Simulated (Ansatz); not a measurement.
# SiGe2: the band gap up the ladder of functionals

One table from this session's results is given with a row withheld; the runs are named, their logs left out.

Code: Ansatz 0.2.0. PAW datasets, plane waves. Values at 0 K without nuclear motion; spin polarisation is off, and the phase may be a hypothetical one.

**Starting point**

The cell was relaxed beforehand with r2SCAN.

The symmetry is P-3m1 (No. 164, trigonal); conventional cell a = 3.954 Å, c = 9.656 Å, 21.79 Å³ an atom. Si has 4 Ge at 2.39–2.41 Å; Ge has 3 Si at 2.41 Å and 1 Ge at 2.46 Å; Ge has 1 Si at 2.39 Å and 3 Ge at 2.43 Å.

Structure file:

```xyz
6
Lattice="3.9538 0.0000 0.0000 -1.9769 3.4241 0.0000 0.0000 0.0000 9.6564" Properties=species:S:1:pos:R:3 pbc="T T T"
Si    0.0000    2.2827    6.8396
Ge    0.0000    0.0000    3.5969
Ge    1.9769    1.1414    0.4225
Ge    0.0000    0.0000    6.0595
Si    1.9769    1.1414    2.8168
Ge    0.0000    2.2827    9.2339
```

Set-up of the first run:

Input file input.yaml:

```yaml
crystal:
  lattice:
    - [3.9537998196, 0.0, 0.0]
    - [-1.9768999098, 3.4240910852, 0.0]
    - [0.0, 0.0, 9.6563533261]
  atoms:
    - { symbol: Si, position: [0.3333333333, 0.6666666667, 0.7083000368] }
    - { symbol: Ge, position: [0.0, 0.0, 0.3724908059] }
    - { symbol: Ge, position: [0.6666666667, 0.3333333333, 0.0437517615] }
    - { symbol: Ge, position: [0.0, 0.0, 0.6275091941] }
    - { symbol: Si, position: [0.6666666667, 0.3333333333, 0.2916999632] }
    - { symbol: Ge, position: [0.3333333333, 0.6666666667, 0.9562482385] }
kpoints:
  mp_grid: { grid: [12, 12, 4] }
  band_path:
    path:
      - [[0.0, 0.0, 0.0], [0.5, -1.096084461241e-19, -1.257435075754e-18], [0.3333333333333, 0.3333333333333, -2.098050825001e-29], [0.0, 0.0, 0.0], [3.787478113702e-35, 7.096941152563e-36, 0.5], [0.5, 4.826641500356e-20, 0.5], [0.3333333333333, 0.3333333333333, 0.5], [3.787478113702e-35, 7.096941152563e-36, 0.5]]
      - [[0.5, 4.826641500356e-20, 0.5], [0.5, -1.096084461241e-19, -1.257435075754e-18]]
      - [[0.3333333333333, 0.3333333333333, 0.5], [0.3333333333333, 0.3333333333333, -2.098050825001e-29]]
    npoints: 10
hamiltonian:
  xc: pbe
scf:
  occupations: { method: fermi_dirac, width: 0.02 }
  n_extra_bands: 5
output:
  forces: true
  stress: true
  eigenvalues: true
```

The run is started by

```console
$ ansatz run input.yaml --threads 4 --pin off --max-ram 6451MiB --backend cpu --events-out ev --progress --plain --runs-dir out
```

Steps of the session up to this table: Band structure with PBE; Single point with r2SCAN; Single point with HSE06; PBE+SOC; PBE0.

One table of the session follows, with a row left open; its other results are not shown here.

```
  level  gap (eV)
    PBE      0.55
 r2SCAN      0.74
  HSE06      1.04
PBE+SOC      0.45
   PBE0         ?
```

Q: Estimate the row for PBE0 from the others.

The run gave: gap (eV): 1.66. In the column «gap (eV)» it is the highest.

Meshes: PBE 12×12×4, r2SCAN 12×12×4, HSE06 6×6×2, PBE+SOC 12×12×4, PBE0 6×6×2

PBE+SOC gives the least gap, 0.45 eV, and PBE0 the largest, 1.66 eV. PBE reaches 53 % of the HSE06 value, and r2SCAN 71 %. PBE0 lies 0.62 eV above HSE06, which differs from it by screening the long-range exchange.

Caveats from the session: Warnings in the runs' records: stress scf threshold loose, stress exchange threshold loose.
